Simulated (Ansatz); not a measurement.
# HfO: small, medium and large basis sets

An exercise on one series of results from a longer session: the logs are not shown, and one member is left open.

Method: one geometry, several basis sets; program: Ansatz 0.2.0, Gaussian basis.

Plan: PBE0-D4/def2-SVP; ωB97M-V/def2-SVP; PBE0-D4/def2-QZVPP; ωB97M-V/def2-QZVPP; the functionals' def2-TZVPP values are taken from earlier runs.

## The geometry

All runs share one geometry, relaxed beforehand with PBE0-D4 in a triple-zeta def2 set. Hf takes the def2 core potential; no spin-orbit term is included.

SMILES `[O]=[Hf]`, 2 atoms, charge 0, spin multiplicity 1.

Atoms are counted from 1 here; the program's logs count them from 0.

Bond lengths: O1–Hf2 1.721 Å.

As a file:

```xyz
2
charge 0, multiplicity 1
O    -0.73150    0.26051   -0.37086
Hf    0.73150   -0.26051    0.37086
```

Set-up of the first run:

File in.yaml:

```yaml
crystal:
  periodic: [false, false, false]
  atoms:
    - {symbol: O, position_ang: [-0.731500, 0.260507, -0.370861]}
    - {symbol: Hf, position_ang: [0.731500, -0.260507, 0.370861]}
basis:
  gaussian: {orbitals: def2-SVP}
hamiltonian: {xc: pbe0, dispersion: d4}
output: {orbitals: {seedname: orbitals}}
```

Run with:

```sh
> ansatz run in.yaml --threads 2 --pin off --events-out ev --progress --plain --max-ram 32768MiB --backend cpu
```

Steps of the session up to this table: PBE0-D4 in def2-SVP; ωB97M-V in def2-SVP; PBE0-D4 in def2-QZVPP; ωB97M-V in def2-QZVPP.

One of the session's tables, all rows but one given; the rest of the session is left out.

It belongs to the step «Density functionals: the series». 

```
functional       basis  HOMO (eV)  LUMO (eV)
   PBE0-D4    def2-SVP      -5.73      -2.33
   PBE0-D4  def2-TZVPP          ?          ?
   PBE0-D4  def2-QZVPP      -5.79      -2.34
   ωB97M-V    def2-SVP      -7.60      -0.02
   ωB97M-V  def2-TZVPP      -7.66       0.06
   ωB97M-V  def2-QZVPP      -7.67      -0.04
```

Estimate the missing values for PBE0-D4, def2-TZVPP.

**Answer.** HOMO (eV): -5.78; LUMO (eV): -2.33. In the column «HOMO (eV)» it lies between PBE0-D4, def2-QZVPP (-5.79) and PBE0-D4, def2-SVP (-5.73).
